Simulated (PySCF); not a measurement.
**Ir3: other functionals and bases at one geometry**

Aim: see how levels, charges and forces of Ir3 depend on the level of theory. The structure is generated, not taken from experiment.

Computed with PySCF 2.14.0. Level: several levels, as the steps say, no spin–orbit coupling.

5 further runs of the same task are left out: 2 for a known fault of the program, 2 that didn't finish, 1 set aside as unsound or not needed. Runs told in other sessions of the task aren't counted.

### Step 1. Where the work starts

3 atoms, charge 0, spin multiplicity 4.

Bond lengths: Ir1–Ir2 2.316 Å, Ir2–Ir3 2.475 Å. Angles: Ir1–Ir2–Ir3 180.0°.

As a file:

```xyz
3

Ir    0.0000    0.0000    2.3692
Ir    0.0000    0.0000    0.0527
Ir    0.0000    0.0000   -2.4219
```

An earlier session relaxed this geometry at PBE0, Ir def2-SVP with ECP60 (quartet, point group C∞v).

At PBE0 on the finer grid: E = -312.852297 Eh, HOMO -6.11 eV, LUMO -3.52 eV (over both spins), ⟨S²⟩ = 5.732, Mulliken charge on Ir1 +0.21 e, largest force component 0.017 eV/Å. The state is spin-contaminated.

Levels to run: r2SCAN; PBE; BLYP; revPBE; PBE0, TZVP; PBE0, x2c-SVP. Hardware: 2 threads of Arm Neoverse V1, shared host.

### Step 2. r2SCAN

Contents of run.py (the lines that set the calculation):

```python
mol = gto.M(atom='''
Ir     0.00000     0.00000     2.36918
Ir     0.00000     0.00000     0.05270
Ir     0.00000     0.00000    -2.42188''',
    basis={'Ir': 'def2-SVP'},
    ecp={'Ir': 'def2-SVP'},
    charge=0, spin=3)
mf = dft.UKS(mol, xc='R2SCAN')
mf.grids.atom_grid = (75, 302)
mf = mf.density_fit()  # fitting sets: Ir def2-universal-JKFIT
mf.conv_tol = 1e-08; mf.max_cycle = 55
mf.kernel(dm0)  # dm0: the density of the relaxed state
```

Launch:

```
$ OMP_NUM_THREADS=2 python run.py
```

### Step 3. PBE

Changes to run.py (the lines that set the calculation) since step 2:

```diff
@@ -7,3 +7,3 @@
     charge=0, spin=3)
-mf = dft.UKS(mol, xc='R2SCAN')
+mf = dft.UKS(mol, xc='PBE')
 mf.grids.atom_grid = (75, 302)
```

### Step 4. BLYP

Changes to run.py (the lines that set the calculation) since step 3:

```diff
@@ -7,3 +7,3 @@
     charge=0, spin=3)
-mf = dft.UKS(mol, xc='PBE')
+mf = dft.UKS(mol, xc='BLYP')
 mf.grids.atom_grid = (75, 302)
```

### Step 5. revPBE

Changes to run.py (the lines that set the calculation) since step 4:

```diff
@@ -7,3 +7,3 @@
     charge=0, spin=3)
-mf = dft.UKS(mol, xc='BLYP')
+mf = dft.UKS(mol, xc='PBE_R,PBE')
 mf.grids.atom_grid = (75, 302)
```

### Step 6. PBE0, TZVP

Basis: Ir def2-TZVP with ECP60. 

Contents of run.py (the lines that set the calculation):

```python
mol = gto.M(atom='''
Ir     0.00000     0.00000     2.36918
Ir     0.00000     0.00000     0.05270
Ir     0.00000     0.00000    -2.42188''',
    basis={'Ir': 'def2-TZVP'},
    ecp={'Ir': 'def2-TZVP'},
    charge=0, spin=3)
mf = dft.UKS(mol, xc='PBE0')
mf.grids.atom_grid = (75, 302)
mf = mf.density_fit()  # fitting sets: Ir def2-universal-JKFIT
mf.conv_tol = 1e-08; mf.max_cycle = 55
mf.kernel(dm0)  # dm0: free metal ions and neutral atoms
```

### Step 7. PBE0, x2c-SVP

Basis: Ir x2c-SVPall. All electrons are treated, with the spin-free X2C Hamiltonian.

Contents of run.py (the lines that set the calculation):

```python
mol = gto.M(atom='''
Ir     0.00000     0.00000     2.36918
Ir     0.00000     0.00000     0.05270
Ir     0.00000     0.00000    -2.42188''',
    basis={'Ir': 'x2c-SVPall'},
    nucmod='G',
    charge=0, spin=3)
mf = dft.UKS(mol, xc='PBE0')
mf.grids.atom_grid = (99, 590)
mf = mf.density_fit()  # fitting sets: Ir AutoAux
mf = mf.sfx2c1e()
mf.conv_tol = 1e-08; mf.max_cycle = 55
mf.kernel(dm0)  # dm0: free metal ions and neutral atoms
```

Q: Predict the outcome of this session. Wanted: for each run, HOMO; gap; charge on Ir1; dipole; largest force component.

The runs gave:

| level | state | HOMO (eV) | gap (eV) | charge on Ir1 (e) | dipole (D) | largest force component (eV/Å) | basis functions | time |
| --- | --- | --- | --- | --- | --- | --- | --- | --- |
| PBE0 (relaxed here) | quartet | -6.11 | 2.58 | 0.21 | 0.19 | 0.02 | 96 | 20 s |
| r2SCAN | quartet | -5.11 | 0.82 | 0.20 | 0.05 | 0.40 | 96 | 18 s |
| PBE | quartet | -5.62 | 0.22 | 0.09 | 0.16 | 3.58 | 96 | 45 s |
| BLYP | quartet | -5.52 | 0.36 | 0.04 | 0.20 | 2.93 | 96 | 73 s |
| revPBE | quartet | -5.52 | 0.19 | 0.09 | 0.14 | 3.40 | 96 | 41 s |
| PBE0, TZVP | quartet | -5.41 | 1.18 | 0.09 | 0.32 | 4.17 | 120 | 14 s |
| PBE0, x2c-SVP | quartet | -6.07 | 1.87 | -0.05 | 0.81 | 4.61 | 198 | 3.4 min |

Times are on 2 threads of Arm Neoverse V1, shared host; the first row also made further properties.

In one basis the HOMO–LUMO gap runs from 0.19 eV (revPBE) to 2.58 eV (PBE0). The largest leftover force, 4.61 eV/Å with PBE0, x2c-SVP, stands at a geometry relaxed at another level. The Mulliken charge on Ir spans -0.05 to +0.21 e over the levels. Total energies of different levels can't be compared. Spin–orbit coupling is left out throughout.
